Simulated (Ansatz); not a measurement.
# TiHF3: the relaxed shape and its frontier levels

What does TiHF3 look like as a singlet, and where do its frontier electrons sit?

Method: RKS PBE0-D4/def2-TZVP; program: Ansatz 0.2.0, Gaussian basis.

The runs, in order: relaxation at PBE-D4/def2-TZVP; a search for the lowest solution at PBE0-D4/def2-SVP; a single point at PBE0-D4/def2-TZVP; harmonic vibrations at PBE-D4/def2-TZVP.

**1. The system as given**

5 atoms, charge 0, spin multiplicity 1.

Atoms are counted from 1 here; the program's logs count them from 0.

Bond lengths: Ti1–H2 1.582 Å, Ti1–F3 1.711 Å, Ti1–F4 1.711 Å, Ti1–F5 1.711 Å. Angles: H2–Ti1–F3 109.3°, H2–Ti1–F4 109.3°, H2–Ti1–F5 109.3°, F3–Ti1–F4 109.6°, F3–Ti1–F5 109.6°, F4–Ti1–F5 109.7°.

Coordinates:

```
atom     x (Å)     y (Å)     z (Å)
 Ti1  -0.00006  -0.00026   0.02305
  H2   0.00903  -0.01514   1.60479
  F3   1.61213   0.00899  -0.55128
  F4  -0.81395   1.40210  -0.52483
  F5  -0.80715  -1.39569  -0.55173
```

Formally the metal is d0. No spin-orbit coupling is included.

The start is a GFN2-xTB geometry.

**2. Relaxation at PBE-D4/def2-TZVP**

in.yaml reads:

```yaml
crystal:
  periodic: [false, false, false]
  atoms:
    - {symbol: Ti, position_ang: [-0.000060, -0.000260, 0.023050]}
    - {symbol: H, position_ang: [0.009030, -0.015140, 1.604790]}
    - {symbol: F, position_ang: [1.612130, 0.008990, -0.551280]}
    - {symbol: F, position_ang: [-0.813950, 1.402100, -0.524830]}
    - {symbol: F, position_ang: [-0.807150, -1.395690, -0.551730]}
basis:
  gaussian: {orbitals: def2-TZVP}
hamiltonian: {xc: pbe, dispersion: d4}
scf: {lower_state_search: "off"}
output: {orbitals: {seedname: orbitals}}
relax: {f_tol: 0.02, max_steps: 100}
```

Launch:

```bash
ansatz run in.yaml --threads 4 --pin off --events-out ev --progress --plain --max-ram 3916MiB
```

Further steps of the session: Searching for the lowest solution, PBE0-D4/def2-SVP; Single point, PBE0-D4/def2-TZVP; Vibrations by finite differences.

Before running them: what should the planned runs give, taken together? Wanted: point group; near neighbours of the metal; HOMO, LUMO at PBE0-D4/def2-TZVP; charge on the metal; dipole at PBE-D4/def2-TZVP; lowest, highest wavenumber.

As calculated:

```
                                         quantity                             value
                                      point group                               C3v
                     near neighbours of the metal  H 1.69, F 1.76, F 1.76, F 1.76 Å
                  HOMO, LUMO at PBE0-D4/def2-TZVP                   -9.82, -3.23 eV
charge on the metal (Mulliken, PBE0-D4/def2-TZVP)                           +1.37 e
                       dipole at PBE-D4/def2-TZVP                            0.04 D
                       lowest, highest wavenumber                    191, 1752 cm⁻¹
```

In words: The molecule keeps its bonding pattern by the stored test; the atoms moved 0.07 Å (rms). The metal has 4 near neighbours by the distance rule, from 1.69 to 1.76 Å. The Mulliken charge of the metal, +1.37 e, depends on the basis and isn't its oxidation state. All wavenumbers are real: a minimum at this level. Whether this spin is the lowest isn't tested here.
